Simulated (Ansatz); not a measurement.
# SrC8: the cost of one run

Method: DFT PBE, scalar-relativistic, plane waves, PAW, in Ansatz 0.2.0.

## 1. The starting structure

The structure is hexagonal, space group P6/mmm (No. 191). Conventional cell: a = 4.706 Å, b = 4.706 Å, c = 5.739 Å, α = 90.00°, β = 90.00°, γ = 120.00°. Sr (site symmetry 6/mmm) has 12 C at 3.17 Å as nearest neighbours. C (site symmetry mm2) is surrounded by 3 C at 1.36 Å. Around C (site symmetry -6m2) lie 3 C at 1.36 Å.

As a file:

```xyz
9
Lattice="4.7057 0.0000 0.0000 -2.3529 4.0753 0.0000 0.0000 0.0000 5.7389" Properties=species:S:1:pos:R:3 pbc="T T T"
Sr    0.0000    0.0000    2.8695
C     0.0000    1.3568    0.0000
C     3.5307    0.6784    0.0000
C     1.1750    0.6784    0.0000
C     1.1778    3.3969    0.0000
C    -1.1778    3.3969    0.0000
C     2.3529    2.7185    0.0000
C     0.0000    2.7169    0.0000
C     2.3529    1.3584    0.0000
```

The cell is invented: species swapped into a database cell of CsC8 (P6/mmm, No. 191), with Sr on the Cs sites. The dimensions are guesses.

## 2. The guess as it stands, on a coarse mesh

input.yaml

```yaml
crystal:
  lattice:
    - [4.70574746, 0.0, 0.0]
    - [-2.35287373, 4.07529684, 0.0]
    - [0.0, 0.0, 5.73893927]
  atoms:
    - { symbol: Sr, position: [0.0, 0.0, 0.5] }
    - { symbol: C, position: [0.16647002, 0.33294004, 0.0] }
    - { symbol: C, position: [0.83352998, 0.16647002, 0.0] }
    - { symbol: C, position: [0.33294004, 0.16647002, 0.0] }
    - { symbol: C, position: [0.66705996, 0.83352998, 0.0] }
    - { symbol: C, position: [0.16647002, 0.83352998, 0.0] }
    - { symbol: C, position: [0.83352998, 0.66705996, 0.0] }
    - { symbol: C, position: [0.33333333, 0.66666667, 0.0] }
    - { symbol: C, position: [0.66666667, 0.33333333, 0.0] }
basis:
  ecutwfc: 420
kpoints:
  mp_grid: { grid: [6, 6, 4] }
hamiltonian:
  xc: pbe
scf:
  occupations: { method: gaussian, width: 0.1 }
  lower_state_search: "off"
output:
  forces: true
  stress: true
  eigenvalues: true
```

Started as:

```console
$ ansatz run input.yaml --threads 1 --pin off --max-ram 2048MiB --backend cpu --events-out ev --progress --plain --runs-dir out
```

Q: Estimate wall time and peak memory on 1 thread of Arm Neoverse V2, shared host.

About 4.5 s, with a peak of 0.34 GiB.
